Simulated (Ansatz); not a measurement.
# TiH+ (triplet): the correlation ladder at distance Ti1–H2 = 2.746 Å, def2-TZVPP

How much of the correlation energy of TiH+ (triplet) does each wave-function method recover here?

Program: Ansatz 0.2.0, Gaussian basis. Level of theory: def2-TZVPP, core rule «outside noble gas», up to 9 orbitals frozen. These are calculated values, not measurements.

To be run: UHF; CCSD(T) on ROHF; CCSD(T) on UHF; CCSDT(Q) on ROHF; CCSDT(Q) on UHF; CASSCF and NEVPT2, 4 electrons in 4 orbitals; Full CI.

48 further runs of the same task are left out: 30 for a known fault of the program, 18 that didn't finish. Runs told in other sessions of the task aren't counted.

## (1) The geometry

The geometry derives from a PBE0/def2-TZVP stationary point (not a proven minimum). One bond is set to the value named and the two fragments are kept rigid.

2 atoms, charge 1, spin multiplicity 3.

Atoms are counted from 1 here; the program's logs count them from 0.

No contacts short enough for the rule that draws bonds.

Geometry (Å):

```
Ti    0.00000    0.00000    0.00000
H     0.00000    0.00000    2.74600
```

## (2) UHF

File in.yaml:

```yaml
crystal:
  periodic: [false, false, false]
  atoms:
    - {symbol: Ti, position_ang: [0.000000, 0.000000, 0.000000]}
    - {symbol: H, position_ang: [0.000000, 0.000000, 2.746000]}
basis:
  gaussian: {orbitals: def2-TZVPP}
total_charge: 1
magnetization: {spin_polarized: true, initial_magnetization: 2}
hamiltonian: {xc: hf}
output: {orbitals: {seedname: orbitals}}
```

Command:

```console
> ansatz run in.yaml --threads 1 --pin off --events-out ev --progress --plain --max-ram 2393MiB
```

After this run come: CCSD(T) on ROHF; CCSD(T) on UHF; CCSDT(Q) on ROHF; CCSDT(Q) on UHF; CASSCF and NEVPT2, 4 electrons in 4 orbitals; Full CI.

Q: Predict the results of all the runs planned. Wanted: FCI from the RHF energy; RMP2 from FCI; UMP2 from FCI; RCCSD from FCI; RCCSD(T) from FCI; UCCSD(T) from FCI; RCCSDT(Q) from FCI; UCCSDT(Q) from FCI; NEVPT2 pair from FCI.

As calculated:

```
                         quantity                               value
          FCI from the ROHF energy                          -1.8829 eV
                    RMP2 from FCI                     +16.30 kcal/mol
                    UMP2 from FCI                     +14.30 kcal/mol
                   RCCSD from FCI                      +1.52 kcal/mol
                RCCSD(T) from FCI                      +0.29 kcal/mol
                UCCSD(T) from FCI                      -2.06 kcal/mol
               RCCSDT(Q) from FCI                      -0.19 kcal/mol
               UCCSDT(Q) from FCI                      -2.43 kcal/mol
             NEVPT2 pair from FCI                      +5.38 kcal/mol
levels within 1 kcal/mol (43 meV)  UCCSD, RCCSD(T), RCCSDT, RCCSDT(Q)
                    T1 diagnostic                               0.083
   effectively unpaired electrons                                2.42
```

RCCSD(T) misses by +0.29 kcal/mol, 0.7 % of the correlation energy. UCCSD, UCCSD(T), UCCSDT, UCCSDT(Q) lie below full CI because they start from a spin-mixed determinant and fall towards a lower state of higher spin; theirs is another state, not a better answer. RCCSDT, RCCSDT(Q) fall below full CI, which methods that aren't variational can do. The occupations show static correlation (2.42 effectively unpaired electrons where one determinant has 2). Coupled cluster took another determinant than the lowest Hartree-Fock one. These misses are within one basis, not against nature; the frozen cores of restricted and unrestricted runs differ, which can shift their rows.

Levels on UHF freeze UHF's core orbitals, full CI those of ROHF, so the U rows can settle a little off it for that reason alone.
